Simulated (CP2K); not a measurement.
Hf2Pd2Se2Br2O3:

```
Hf Pd Se Br O
1.0
     3.72613    0.00000    0.00000
    -1.86306    3.22692    0.00000
     0.00000    0.00000   17.00867
Hf Pd Se Br O
2 2 2 2 3
Cartesian
  1.8631 1.0756 15.8835
  0.0000 2.1513 1.1251
  0.0000 0.0000 5.1533
  0.0000 0.0000 11.8554
  0.0000 2.1513 3.8523
  1.8631 1.0756 13.1564
  1.8631 1.0756 6.7800
  0.0000 2.1513 10.2287
  0.0000 2.1513 15.7652
  1.8631 1.0756 1.2435
  0.0000 0.0000 0.0000
```

The cell was built by a generator and needn't be a form met in nature.

Base run:

* Program: CP2K 2026.2
* Functional: PBEsol
* Potentials or basis: POTENTIAL_UZH Hf GTH-PBE-q12, Pd GTH-PBE-q18, Se GTH-PBE-q6, Br GTH-PBE-q7, O GTH-PBE-q6; TZVP-MOLOPT-PBE-GTH basis
* Density cutoff: 13606 eV
* k mesh: 8 × 8 × 2
* Occupations: fermi-dirac, width 0.05 eV
* Spin: no spin polarisation

Its results: band gap on the k mesh none (metal or under the smearing width); pressure -4.6 GPa; largest force 0.449 eV/Å.

Problem. The run is repeated on the same cell with these changes: functional from PBEsol to RPBE. What comes out?

Solution. Band gap on the k mesh none (metal or under the smearing width); pressure 2.1 GPa; largest force 0.283 eV/Å.

RPBE binds less tightly than PBEsol, so the same cell stands under more pressure.

Caveats: the potentials were made for another functional, which shifts forces and pressure; spin-orbit coupling is left out, which moves the levels of the heavy elements; this functional lacks dispersion, which binds the layers, so the pressure and a relaxed spacing across them are unreliable; the basis of atomic orbitals isn't converged, which shifts pressures, moduli and gaps.
